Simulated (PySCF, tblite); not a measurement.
# C₂H₇FNSi₂ radical: geometry, infrared bands and EPR parameters

Wanted: the infrared bands and EPR parameters of C₂H₇FNSi₂ radical (`[CH2][SiH2][Si@H](F)N=C`), by calculation.

Computed with tblite 0.8.0 and PySCF 2.14.0, with density-fitted response routines of our own, on a single molecule in the gas phase. Atoms are numbered from 0 throughout.

### Step 1. Starting geometry

13 atoms, charge 0, multiplicity 2; geometry from: force field or distance geometry start.

Bonds of the start (Å): C0–Si1 1.87, Si1–Si2 2.23, Si2–F3 1.69, Si2–N4 1.78, N4–C5 1.28, C0–H6 1.12, C0–H7 1.11, Si1–H8 1.47, Si1–H9 1.49, Si2–H10 1.47, C5–H11 1.11, C5–H12 1.08.

### Step 2. Optimising the geometry with GFN2-xTB

What the job is given:

```
{"job": {"kind": "relax", "xc": "GFN2-xTB", "basis": "xTB"}, "charge": 0, "multiplicity": 2}
C      2.596200    -0.620800     0.539700
Si     1.389200     0.350100    -0.499900
Si    -0.623600    -0.606600    -0.495500
F     -0.786400    -1.801500    -1.674000
N     -1.772200     0.724900    -0.782500
C     -2.868400     0.724300    -0.126700
H      3.388900     0.074100     0.926000
H      3.130400    -1.351600    -0.100300
H      1.922600     0.478700    -1.859500
H      1.232100     1.691200     0.126100
H     -0.906900    -1.112500     0.853800
H     -3.110200    -0.066900     0.608900
H     -3.596000     1.517100    -0.256400
```

Launch:

```sh
$ OMP_NUM_THREADS=1 python probes_run.py task.json out
```

This one command runs all jobs of the session in turn.

**Question.** This job is followed by: GFN2-xTB harmonic vibrations, gas phase; UKS B3LYP, pcH-1 on C F H N Si, non-relativistic, mean-field spin-orbit, GIAO. Predict these results of the whole session: strongest single infrared mode (GFN2-xTB); zero-point energy (GFN2-xTB); g(iso) (B3LYP); ⟨S²⟩; largest a(iso) (averaged by class); surface potential, 1st and 99th percentile.

The runs gave:

| quantity | value |
| --- | --- |
| strongest single infrared mode (GFN2-xTB) | 614 cm⁻¹, 356 km/mol |
| zero-point energy (GFN2-xTB) | 49.7 kcal/mol |
| g(iso) (B3LYP) | 2.00260 |
| ⟨S²⟩ | 0.754 (exact 0.75) |
| largest a(iso) (averaged by class) | 29Si on Si2, -112.8 MHz |
| surface potential, 1st and 99th percentile | -1.42 V and 1.56 V |

In words: Relaxing lowered the energy by 0.986 eV in 85 steps; the close pair that moved most is Si1–Si2, from 2.229 to 2.338 Å. All 33 modes are real, so the xTB geometry is a minimum. The strongest single mode, at 614 cm⁻¹, is carried by H10, H9, H8. Unscaled tight-binding wavenumbers are off by several per cent, some by more. Its intensities can rank the bands wrongly. C0 carries the largest spin population, 1.02 e. The isotropic g lies 0.3 ppt above the free-electron value.
